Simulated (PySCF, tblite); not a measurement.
# C5H13BOS: geometry, infrared bands and NMR shifts

Wanted: the infrared bands and NMR shifts of C5H13BOS (`COCSCB(C)C`), by calculation.

The runs use tblite 0.8.0 and PySCF 2.14.0, with density-fitted response routines of our own; the level of theory stands in each step. All values are computed, except where a source is named. Atoms count from 0, in the outputs and in this text.

## 1. The molecule as given

21 atoms, charge 0, multiplicity 1; geometry from: force field or distance geometry start.

Bonds of the start (Å): C0–O1 1.40, O1–C2 1.39, C2–S3 1.83, S3–C4 1.83, C4–B5 1.59, B5–C6 1.58, B5–C7 1.58, C0–H8 1.11, C0–H9 1.11, C0–H10 1.11, C2–H11 1.10, C2–H12 1.12, C4–H13 1.11, C4–H14 1.12, C6–H15 1.13, C6–H16 1.11, C6–H17 1.12, C7–H18 1.12, C7–H19 1.10, C7–H20 1.11.

## 2. Relaxing the molecule with GFN2-xTB

What the job is given:

```
{"job": {"kind": "relax", "xc": "GFN2-xTB", "basis": "xTB"}, "charge": 0, "multiplicity": 1}
C      3.363800     0.058800     0.629900
O      2.336400    -0.875100     0.434800
C      1.710200    -0.699500    -0.791100
S      0.943800     0.953200    -0.925700
C     -0.432300     1.136900     0.264200
B     -1.649000     0.180900    -0.104500
C     -1.572200    -1.289800     0.480300
C     -3.073600     0.844700    -0.232900
H      2.910800     1.072800     0.603800
H      4.139500    -0.078000    -0.153400
H      3.888300    -0.065400     1.595800
H      2.452100    -0.832600    -1.587700
H      0.890500    -1.467200    -0.836500
H     -0.048800     0.940800     1.283100
H     -0.746400     2.208000     0.231700
H     -2.525400    -1.546400     1.027400
H     -0.779100    -1.404200     1.252500
H     -1.466700    -2.051100    -0.328300
H     -3.835000     0.201100     0.286600
H     -3.411500     0.910400    -1.278800
H     -3.104400     1.818700     0.303200
```

On the command line:

```
> OMP_NUM_THREADS=1 python probes_run.py task.json out
```

This one command runs all jobs of the session in turn.

**Question.** This job is followed by: GFN2-xTB harmonic vibrations, gas phase; GIAO PBE0/pcSseg-1 NMR shielding, non-relativistic, gas phase. Predict these results of the whole session: strongest single infrared mode (GFN2-xTB); zero-point energy (GFN2-xTB); 13C shifts against TMS (PBE0/pcSseg-1, means over atoms taken as alike); 1H shifts against TMS (PBE0/pcSseg-1, means over atoms taken as alike); 17O shifts against H2O (PBE0/pcSseg-1); 33S shifts against CS2 (PBE0/pcSseg-1); 11B shifts against BF3·OEt2 (PBE0/pcSseg-1); surface potential, 1st and 99th percentile.

**Answer**, as computed:

| quantity | value |
| --- | --- |
| strongest single infrared mode (GFN2-xTB) | 1172 cm⁻¹, 162 km/mol |
| zero-point energy (GFN2-xTB) | 108.6 kcal/mol |
| 13C shifts against TMS (PBE0/pcSseg-1, means over atoms taken as alike) | 78.8, 55.9, 24.0, 13.0 ppm |
| 1H shifts against TMS (PBE0/pcSseg-1, means over atoms taken as alike) | 4.53, 3.51, 2.28, 0.88 ppm |
| 17O shifts against H2O (PBE0/pcSseg-1) | 23.4 ppm |
| 33S shifts against CS2 (PBE0/pcSseg-1) | -54 ppm |
| 11B shifts against BF3·OEt2 (PBE0/pcSseg-1) | 74.6 ppm |
| surface potential, 1st and 99th percentile | -1.11 V and 0.88 V |

What this shows: Over 125 steps the energy fell by 0.761 eV; of the close pairs, C6–H15 changed most, 1.129 to 1.090 Å. The lowest mode is imaginary (31i cm⁻¹), so the xTB geometry is not a minimum. The strongest single mode, at 1172 cm⁻¹, is carried by B5, C4, H13, H14. GFN2-xTB is a fitted tight-binding method: band positions and strengths are rough. Its intensities can rank the bands wrongly. The most deshielded carbon is C2 (sp3 CH2 bonded to O and S), at 78.8 ppm: pulled downfield by the heteroatom. H11, H12 (mean) (hydrogen on an sp3 CH2 bonded to O and S) lies farthest downfield among hydrogen, at 4.53 ppm; its carbon carries O, hence the downfield position. At PBE0/pcSseg-1: Shielding is most anisotropic at S3 (span 436 ppm, paramagnetic term -502 ppm). By nearest atom (PBE0/pcSseg-1), the HOMO sits on S3 69 %; B5 6 % and the LUMO on B5 49 %; S3 15 %.
